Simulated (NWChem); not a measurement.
# Volume series of BN (zincblende structure): conduction valleys

The numbers come from NWChem runs, not from measurements. Level: revPBE, default library pseudopotentials (valence charges N 5, B 3), cutoff 40 Ha, shifted 4×4×4 mesh, two-atom cell, no spin-orbit coupling. Each row gives the lowest empty level at Γ, at L and on the outer part of the line to X, counted from the valence top at Γ within the same run; other points weren't sampled.

| ln(V/V₀) | a (Å) | Γ (eV) | L (eV) | X line (eV) |
|---|---|---|---|---|
| -0.062 | 3.545 | 9.04 | 10.91 | 4.60 |
| -0.041 | 3.570 | 8.95 | 10.63 | 4.58 |
| -0.020 | 3.594 | ? | ? | ? |
| 0.000 | 3.618 | 8.75 | 10.08 | 4.53 |
| 0.020 | 3.642 | 8.66 | 9.82 | 4.50 |
| 0.039 | 3.666 | 8.57 | 9.57 | 4.48 |
| 0.058 | 3.689 | 8.48 | 9.33 | 4.45 |

Fit a line in ln V to each valley, give the slopes, and predict the withheld row.

Slopes dE/d(ln V): Γ -4.7 eV, L -13.1 eV, X line -1.2 eV (largest miss of a line 0.01 eV). With this level's bulk modulus of about 360 GPa, dE/dP = −slope/B gives Γ 13 meV/GPa, L 36 meV/GPa, X line 3 meV/GPa. The lowest valley is X line in every row. Predicted against computed: Γ 8.85 against 8.85, L 10.35 against 10.35, X line 4.55 against 4.55 eV.
